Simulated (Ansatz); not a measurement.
**CH₃GeO+ (SMILES O=[C+][GeH3]): a relaxation**

Where does the structure go when it is relaxed from here with these settings?

The runs use Ansatz 0.2.0, Gaussian basis; PBE0-D4/def2-SVP.

1 further run of the same task is left out (it didn't finish).

## Step 1: Where the work starts

The start, displaced at random: SMILES `O=[C+][GeH3]`, 6 atoms, charge 1, spin multiplicity 1.

Atoms are counted from 1 here; the program's logs count them from 0.

Bond lengths: O1–C2 1.079 Å, C2–Ge3 2.168 Å, Ge3–H4 1.384 Å, Ge3–H5 1.589 Å, Ge3–H6 1.405 Å. Angles: O1–C2–Ge3 176.3°, C2–Ge3–H4 99.8°, C2–Ge3–H5 92.6°, C2–Ge3–H6 95.1°, H4–Ge3–H5 111.9°, H4–Ge3–H6 134.1°, H5–Ge3–H6 110.4°.

Geometry (Å):

```xyz
6
CH3GeO
O     0.2956   -2.2794    0.8137
C     0.1562   -1.2789    0.4354
Ge   -0.2076    0.7576   -0.2132
H    -1.3250    0.5573   -1.0039
H     1.1279    0.7997   -1.0736
H     0.0058    1.3310    1.0514
```

## Step 2: The relaxation

Input file run/in.yaml:

```yaml
crystal:
  periodic: [false, false, false]
  atoms:
    - {symbol: O, position_ang: [0.295631, -2.279449, 0.813734]}
    - {symbol: C, position_ang: [0.156176, -1.278858, 0.435442]}
    - {symbol: Ge, position_ang: [-0.207578, 0.757618, -0.213186]}
    - {symbol: H, position_ang: [-1.325040, 0.557269, -1.003920]}
    - {symbol: H, position_ang: [1.127878, 0.799668, -1.073643]}
    - {symbol: H, position_ang: [0.005771, 1.330970, 1.051383]}
basis:
  gaussian: {orbitals: def2-SVP}
total_charge: 1
hamiltonian: {xc: pbe0, dispersion: d4}
relax: {f_tol: 0.05, max_steps: 5, max_displacement: 0.2}
```

Started as:

```
ansatz run in.yaml --threads 2 --pin off --events-out ev --progress --plain --max-ram 3481MiB
```

Before running it: what results should come out? Wanted: energy change; last largest force; RMSD from the start.

**Answer**, as computed:

```
           quantity           value
              steps               4
      energy change  -14.3 kcal/mol
 last largest force     0.0427 eV/Å
RMSD from the start         0.090 Å
```

**Reading.** It converged in 4 steps at a force tolerance of 0.05 eV/Å.
